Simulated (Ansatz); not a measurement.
# WS under changes of volume

One of the cells (13.607 Å³/atom); the others are scaled copies at fixed shape and fractional positions:

```
W S
1.0
     3.00789    0.00000    0.00000
     0.00000    3.00789    0.00000
     0.00000    0.00000    3.00789
W S
1 1
Direct
  0.50000 0.50000 0.50000
  0.00000 0.00000 0.00000
```

The cell was built by a generator and needn't be a form met in nature.

| Item | Value |
| --- | --- |
| Program | Ansatz 0.2.0 |
| Functional | PBE |
| Potentials or basis | all-electron LAPW, scalar-relativistic |
| Cutoff | 254 eV (chosen from the basis error) |
| Basis error allowed | 0.0005 eV/atom |
| k mesh | 9 × 9 × 9 |
| Occupations | fermi-dirac, width 0.05 eV |
| Spin | no spin polarisation |

| volume (Å³/atom) | energy over the lowest point (meV/atom) | pressure (GPa) |
| --- | --- | --- |
| 12.790 | ? | ? |
| 13.063 | 19.71 | 11.4 |
| 13.335 | 5.22 | 5.6 |
| 13.607 | 0.00 | 0.5 |
| 13.879 | 3.08 | -4.1 |
| 14.151 | 13.56 | -8.2 |
| 14.423 | 30.66 | -11.9 |

What does the run at 12.790 Å³/atom give?

Energy over the lowest point 44.60 meV/atom; pressure 17.9 GPa.

Worked out: A Birch-Murnaghan fit of order 3 (a polynomial in V^(-2/3)) to the other rows has its minimum at 13.64 Å³/atom with B0 = V·E''(V) = 241 GPa and B' = 4.6. It gives 44.71 meV/atom at 12.790 Å³/atom, against the run's 44.60, and -dE/dV = 18.0 GPa, against 17.9.

Energies are extrapolated to zero smearing.
